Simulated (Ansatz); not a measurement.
# AlCl3H3N: two geometries relaxed

Are the two ends of the reaction (exchange4) separate minima, and which lies lower? Each is relaxed from a guess. Meant to form: Al1–Cl6, H5–N2; to break: Al1–N2, H5–Cl6. The start is a guess near the saddle point, from which both ends are pulled out.

Method: RKS B3LYP/cc-pVDZ, in Ansatz 0.2.0.

**1. The starting structure**

Bond lengths: Al1–N2 2.239 Å, Al1–Cl3 2.016 Å, Al1–Cl4 2.016 Å, Al1–Cl6 2.603 Å, N2–H7 1.010 Å, N2–H8 1.010 Å. Angles: Al1–N2–H7 122.7°, Al1–N2–H8 123.6°, H7–N2–H8 110.0°, N2–Al1–Cl3 108.8°, N2–Al1–Cl4 108.0°, N2–Al1–Cl6 75.6°, Cl3–Al1–Cl4 134.7°, Cl3–Al1–Cl6 107.6°, Cl4–Al1–Cl6 106.4°.

As a file:

```xyz
8

Al   -0.9026    0.4974   -0.5775
N     0.4518   -0.9452    0.4702
Cl   -0.8263    0.1396   -2.5598
Cl   -2.3580    1.0330    0.7113
H     1.1087    0.2169    0.4939
Cl    1.1906    1.9135    0.0465
H     0.3038   -1.2371    1.4258
H     1.0321   -1.6179   -0.0103
```

**2. A restrained relaxation towards end A**

Springs on the bonds that form and break draw the guess towards this end; the thresholds are loose.

input.yaml reads:

```yaml
crystal:
  periodic: [false, false, false]
  atoms:
    - { symbol: Al, position_ang: [-0.9026, 0.4974, -0.5775] }
    - { symbol: "N", position_ang: [0.4518, -0.9452, 0.4702] }
    - { symbol: Cl, position_ang: [-0.8263, 0.1396, -2.5598] }
    - { symbol: Cl, position_ang: [-2.358, 1.033, 0.7113] }
    - { symbol: H, position_ang: [1.1087, 0.2169, 0.4939] }
    - { symbol: Cl, position_ang: [1.1906, 1.9135, 0.0465] }
    - { symbol: H, position_ang: [0.3038, -1.2371, 1.4258] }
    - { symbol: H, position_ang: [1.0321, -1.6179, -0.0103] }
basis:
  gaussian: { orbitals: cc-pVDZ }
hamiltonian:
  xc: b3lyp
relax:
  f_tol: 0.15
  max_steps: 25
  restrain:
    - { distance: [0, 5], at: 3.53, k: 30.0 }
    - { distance: [4, 1], at: 2.32, k: 30.0 }
    - { distance: [0, 1], at: 1.92, k: 30.0 }
    - { distance: [4, 5], at: 1.33, k: 30.0 }
output:
  orbitals: {}
```

Run with:

```bash
$ ansatz run input.yaml --threads 2 --pin off --max-ram 3072MiB --backend cpu --events-out ev --progress --plain --runs-dir out
```

Standard output (excerpt; [...] marks lines left out):

```text
Warning: RAYON_NUM_THREADS=2 ignored (pool sized by the plan → 2); use --threads N
[...]
Functional definition: B3LYP
[...]
1132 factors; integrals over basis functions are off by at most 2.8e-4 eV
[...]
mean field -45710.95519885 eV, -1679.8466195596 hartree, gradient 1.9e-5 eV, S^2 0.000000; 0 other end points of the search recorded, 0 dependent functions left out
[...]
reference -45710.95546232 eV, -1679.8466292419 hartree; 37, 37 occupied and 64, 64 virtual orbitals, 1132 factors
relax step   1: F+E_penalty+E_count = -45710.95519885 eV  Δ(F+E_penalty+E_count) = +0.000e0 eV  max|allowed force component| = 4.259e0 eV/Å  E_restraint = 31.69166062 eV  max|allowed force component, restraints' pulls added| = 3.541e1 eV/Å  Δτ_max = 0.0000 Å  (25 SCF iters, accepted)
[...]
relax step   6: F+E_penalty+E_count = -45710.92585346 eV  Δ(F+E_penalty+E_count) = -8.255e-2 eV  max|allowed force component| = 1.137e0 eV/Å  E_restraint = 0.03943010 eV  max|allowed force component, restraints' pulls added| = 2.522e-1 eV/Å  Δτ_max = 0.1641 Å  (27 SCF iters, accepted)
[...]
relax step   7: F+E_penalty+E_count = -45710.93252540 eV  Δ(F+E_penalty+E_count) = -6.672e-3 eV  max|allowed force component| = 1.032e0 eV/Å  E_restraint = 0.03564651 eV  max|allowed force component, restraints' pulls added| = 6.289e-2 eV/Å  Δτ_max = 0.0879 Å  (28 SCF iters, accepted)
  distance Al 0 - Cl 5 = 3.5274 Å
  distance H 4 - N 1 = 2.3142 Å
  distance Al 0 - N 1 = 1.8727 Å
  distance H 4 - Cl 5 = 1.3202 Å
1134 factors; integrals over basis functions are off by at most 3.4e-4 eV
[...]
mean field -45710.93252540 eV, -1679.8457863257 hartree, gradient 1.1e-5 eV, S^2 0.000000; 1 other end points of the search recorded, 0 dependent functions left out
[...]
reference -45710.93280083 eV, -1679.8457964473 hartree; 37, 37 occupied and 64, 64 virtual orbitals, 1134 factors
Total energy: -45710.93280083 eV, -1679.8457964473 hartree
Atom 0 at    -1.016319    -0.015786    -0.486194 Å, force     1.032373    -0.723740     0.700540 eV/Å
Atom 1 at     0.293962    -1.007435     0.411948 Å, force    -0.869042     0.955281    -0.681191 eV/Å
Atom 2 at    -0.966813     0.067555    -2.598849 Å, force    -0.014388     0.001926     0.008449 eV/Å
Atom 3 at    -2.517299     0.954386     0.644518 Å, force    -0.005233    -0.004757    -0.017539 eV/Å
Atom 4 at     1.620240     0.884478     0.542991 Å, force    -0.135903     0.078530    -0.087517 eV/Å
Atom 5 at     1.664738     2.164341     0.222028 Å, force    -0.018042    -0.277732     0.064699 eV/Å
Atom 6 at     0.112691    -1.324810     1.362894 Å, force    -0.003781    -0.010569     0.014497 eV/Å
Atom 7 at     0.808900    -1.722530    -0.099236 Å, force     0.014016    -0.018940    -0.001938 eV/Å
Dipole moment:     0.151182    -0.632571     0.242363 e Å
```

Run time: 15 s. Hardware: 2 threads of Intel Xeon 6975P-C (Granite Rapids), shared host; peak memory 0.28 GiB.

Step by step:

```csv
step,energy from step 1 (eV),largest force component (eV/Å)
1,0.0000,4.2595
2,0.6919,3.3874
3,0.6543,2.9179
4,0.2857,2.0029
5,0.1119,1.0870
6,0.0293,1.1372
7,0.0227,1.0324
```

Step 1 is the start. Energies and forces in the table leave out the springs, which the log lists apart; the run stops on the force with the springs' pull added.

After: Bond lengths: Al1–N2 1.873 Å, Al1–Cl3 2.115 Å, Al1–Cl4 2.115 Å, H5–Cl6 1.320 Å, N2–H7 1.019 Å, N2–H8 1.019 Å. Angles: Al1–N2–H7 119.2°, Al1–N2–H8 119.0°, H7–N2–H8 109.9°, N2–Al1–Cl3 118.9°, N2–Al1–Cl4 118.9°, Cl3–Al1–Cl4 122.2°.

Pairs that crossed the distance rule for bonds on the way: came closer H5–Cl6; moved apart Al1–Cl6.

**3. Relaxing end A**

It starts where the restrained run ended.

input.yaml reads:

```yaml
crystal:
  periodic: [false, false, false]
  atoms:
    - { symbol: Al, position_ang: [-1.016319, -0.015786, -0.486194] }
    - { symbol: "N", position_ang: [0.293962, -1.007435, 0.411948] }
    - { symbol: Cl, position_ang: [-0.966813, 0.067555, -2.598849] }
    - { symbol: Cl, position_ang: [-2.517299, 0.954386, 0.644518] }
    - { symbol: H, position_ang: [1.62024, 0.884478, 0.542991] }
    - { symbol: Cl, position_ang: [1.664738, 2.164341, 0.222028] }
    - { symbol: H, position_ang: [0.112691, -1.32481, 1.362894] }
    - { symbol: H, position_ang: [0.8089, -1.72253, -0.099236] }
basis:
  gaussian: { orbitals: cc-pVDZ }
hamiltonian:
  xc: b3lyp
relax:
  f_tol: 0.03
  max_steps: 50
output:
  orbitals: {}
```

Run with:

```bash
$ ansatz run input.yaml --threads 2 --pin off --max-ram 3072MiB --backend cpu --events-out ev --progress --plain --runs-dir out
```

Standard output (excerpt; [...] marks lines left out):

```text
Warning: RAYON_NUM_THREADS=2 ignored (pool sized by the plan → 2); use --threads N
[...]
[... 1 set-up line as earlier in the session ...]
[...]
1126 factors; integrals over basis functions are off by at most 3.3e-4 eV
[...]
mean field -45710.93252501 eV, -1679.8457863111 hartree, gradient 8.6e-5 eV, S^2 0.000000; 0 other end points of the search recorded, 0 dependent functions left out
[...]
reference -45710.93280136 eV, -1679.8457964668 hartree; 37, 37 occupied and 64, 64 virtual orbitals, 1126 factors
relax step   1: F+E_penalty+E_count = -45710.93252501 eV  Δ(F+E_penalty+E_count) = +0.000e0 eV  max|allowed force component| = 1.032e0 eV/Å  Δτ_max = 0.0000 Å  (24 SCF iters, accepted)
[...]
relax step   4: F+E_penalty+E_count = -45711.07332503 eV  Δ(F+E_penalty+E_count) = -1.546e-2 eV  max|allowed force component| = 4.735e-1 eV/Å  Δτ_max = 0.1599 Å  (27 SCF iters, accepted)
[...]
reference -45713.09074257 eV, -1679.9250993435 hartree; 37, 37 occupied and 64, 64 virtual orbitals, 1126 factors
Total energy: -45713.09074257 eV, -1679.9250993435 hartree
Atom 0 at    -0.513341     0.745203    -0.448618 Å, force    -0.004643     0.006698    -0.004120 eV/Å
Atom 1 at     0.526367    -0.765457     0.460389 Å, force    -0.009146     0.013606    -0.008070 eV/Å
Atom 2 at    -0.744838    -0.053336    -2.431503 Å, force     0.003335    -0.005652     0.000632 eV/Å
Atom 3 at    -2.283370     0.814311     0.770105 Å, force     0.001445    -0.004621     0.004510 eV/Å
Atom 4 at     1.432824    -0.434819     0.807078 Å, force     0.002621    -0.003562     0.002214 eV/Å
Atom 5 at     0.868213     2.377982    -0.227171 Å, force     0.004152    -0.001568     0.002419 eV/Å
Atom 6 at     0.008544    -1.145823     1.259371 Å, force     0.001371    -0.002602     0.000668 eV/Å
Atom 7 at     0.705702    -1.537862    -0.189550 Å, force     0.000865    -0.002298     0.001747 eV/Å
Dipole moment:     0.688965    -1.001768     0.602553 e Å
```

Wall time 26 s (2 threads of Intel Xeon 6975P-C (Granite Rapids), shared host); peak memory 0.28 GiB.

The steps of the relaxation:

```csv
step,energy from step 1 (eV),largest force component (eV/Å)
1,0.0000,1.0324
2,-0.0969,0.4122
3,-0.1253,0.5701
4,-0.1408,0.4735
5,-0.2128,0.5939
6,-0.4465,1.2513
7,-1.0114,2.3463
8,-1.6280,1.2827
9,-1.8402,2.6989
10,-2.0455,1.0407
11,-2.1426,0.3468
12,-2.1566,0.0335
13,-2.1580,0.0136
```

Step 1 is the start.

After: Bond lengths: Al1–N2 2.047 Å, Al1–Cl3 2.150 Å, Al1–Cl4 2.150 Å, N2–H5 1.025 Å, Al1–Cl6 2.150 Å, N2–H7 1.025 Å, N2–H8 1.025 Å. Angles: Al1–N2–H5 111.2°, Al1–N2–H7 111.3°, Al1–N2–H8 111.3°, H5–N2–H7 107.6°, H5–N2–H8 107.6°, H7–N2–H8 107.6°, N2–Al1–Cl3 101.0°, N2–Al1–Cl4 101.0°, N2–Al1–Cl6 100.9°, Cl3–Al1–Cl4 116.5°, Cl3–Al1–Cl6 116.5°, Cl4–Al1–Cl6 116.5°.

Pairs that crossed the distance rule for bonds on the way: came closer Al1–Cl6, N2–H5; moved apart H5–Cl6.

[end of part 1 of 2]
